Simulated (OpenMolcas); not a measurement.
# RI-MP2/def2-TZVP (RICD fitting, core potential, fitting threshold 0.01) run of SnTe (SMILES [Sn][Te])

Wanted: energy and forces of SnTe. 

Program for the calculation: OpenMolcas 26.06.

3 further runs of the same task are left out: 3 set aside as unsound or not needed.

## 1. Starting point

The species is SnTe (2 atoms), meant as a singlet with charge 0. As SMILES, `[Sn][Te]`. Geometry: relaxed at PBE0-D4/def2-TZVP.

Bond lengths: Sn1–Te2 2.518 Å.

## 2. Energy and forces at RI-MP2/def2-TZVP (RICD fitting, core potential, fitting threshold 0.01)

Contents of geom.xyz:

```xyz
2

Sn     0.000000     0.000000     0.009440
Te     0.000000     0.000000     2.527330
```

Contents of job.input:

```
&gateway
baslib=$CurrDir
coord=geom.xyz
basis=def2-TZVP
group=NoSym
ricd
acd
cdthreshold=0.01
&seward
&scf
prorbitals=0
&mbpt2
frozen=8
grdt
&alaska
```

The basis set def2-TZVP is read from a file made from the Basis Set Exchange's data (not shown).

Run with:

```sh
$ export MOLCAS_MEM=1860
$ pymolcas job.input > job.log
```

Q: Predict the results. Wanted: total energy; dipole moment; HOMO energy; LUMO energy; HOMO–LUMO gap; correlation energy; largest force on an atom.

**Answer.** As computed:

Level: RI-MP2/def2-TZVP (RICD fitting, core potential, fitting threshold 0.01), 8 core orbitals frozen.

| quantity | value |
| --- | --- |
| total energy | -481.17101 Eh |
| dipole moment (mean-field density) | 3.31 D |
| HOMO energy (Hartree–Fock orbitals) | -8.42 eV |
| LUMO energy (Hartree–Fock orbitals) | -0.17 eV |
| HOMO–LUMO gap (Hartree–Fock orbitals) | 8.24 eV |
| correlation energy (8 core orbitals frozen) | -758.6 mEh |
| largest force on an atom | 0.376 eV/Å |

The largest force is 0.38 eV/Å: the shape isn't a stationary point for this species at this level.
